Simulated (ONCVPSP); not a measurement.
# An ONCV potential for oxygen, from input to tests

Do these settings give a usable potential? It is generated, then checked for transferability, scattering, ghosts and hardness.

The numbers are computed with ONCVPSP 4.0.1.1 (patched build) (PBEsol, scalar-relativistic, spin-unpolarised reference atom).

### Step 1. The atom and the settings

The settings as typed:

```
element                 : oxygen (O, Z = 8)
type                    : optimised norm-conserving Vanderbilt (ONCV)
frozen core             : [He]
valence charge          : 6
reference configuration : 2s2 2p4
partial waves           : 2s: rc 0.85 bohr, ncon 3, nbas 6, qcut 7.4 1/bohr, 2 projectors, debl 3.3 Ha; 2p: rc 0.85 bohr, ncon 4, nbas 8, qcut 14.6 1/bohr, local; d scattering state at 0.32 Ha: rc 1.25 bohr, ncon 4, nbas 8, qcut 8.3 1/bohr, 2 projectors, debl 0.7 Ha
local potential         : the p channel
core correction         : Teter function fitted to the true core (icmod 2), fcfact 0.65
```

The outer shells as boxes (Hund's rule for the drawing; the calculation is spin-unpolarised):

```
[He] core
2s [↑↓]
2p [↑↓][↑ ][↑ ]
```

### Step 2. Generation

Contents of O.dat:

```
# ATOM AND REFERENCE CONFIGURATION
# atsym  z   nc   nv     iexc    psfile
  O 8.00    1    2  -116133      upf
#
#   n    l    f
    1    0    2.00
    2    0    2.00
    2    1    4.00
#
# PSEUDOPOTENTIAL AND OPTIMIZATION
# lmax
    2
#
#   l,   rc,      ep,       ncon, nbas, qcut
    0    0.85    0.00    3    6    7.40
    1    0.85    0.00    4    8   14.60
    2    1.25    0.32    4    8    8.30
#
# LOCAL POTENTIAL
# lloc, lpopt,  rc(5),   dvloc0
    1    5    0.85    0.00
#
# VANDERBILT-KLEINMAN-BYLANDER PROJECTORs
# l, nproj, debl
    0    2    3.30
    1    0    2.70
    2    2    0.70
#
# MODEL CORE CHARGE
# icmod, fcfact, rcfact
    2    0.65    0.95
#
# LOG DERIVATIVE ANALYSIS
# epsh1, epsh2, depsh
   -2.00    5.00    0.02
#
# OUTPUT GRID
# rlmax, drl
    6.00    0.01
#
# TEST CONFIGURATIONS
# ncnf
    4
# nvcnf
#   n    l    f
    2
    2    0    2.00
    2    1    3.00
#
    2
    2    0    2.00
    2    1    2.00
#
    2
    2    0    2.00
    2    1    1.00
#
    2
    2    0    0.00
    2    1    6.00
#
```

Launch:

```console
$ oncvpsp.x < O.dat > O.out
```

Q: Predict the outcome of this session. Wanted: cutoffs for 1 and 0.1 mHa per electron, occupied waves; bound ghosts; GHOST(+) flags; largest test error; largest phase difference near zero energy, channels read; rms error of d²Exc/dn², without and with the model core.

The runs gave:

```
                                                quantity                 value
  cutoffs for 1 and 0.1 mHa per electron, occupied waves      70 Ha and 131 Ha
                                            bound ghosts            none found
                                          GHOST(+) flags    none at low energy
                            largest test error (AE − PS)  +70 meV, for 2s2 2p1
largest phase difference near zero energy, channels read             0.000 rad
 rms error of d²Exc/dn², without and with the model core     1.80 and 1.18 mHa
```

In words: By total energies transferability is fair: the largest error is 70 meV on 103.5 eV, for 2s2 2p1. That test lies far up in energy; among those under 40 eV, nearer to bonding, the largest error is 32 meV. The potential is very hard: the looser tolerance needs 70 Ha. At the looser tolerance the 2p wave is the slowest; 2s needs 58 Ha. The program's ghost test flags no bound state. Near zero energy the phases of the channels with partial waves agree within 0.001 rad. All of this concerns the isolated atom, not yet a solid.
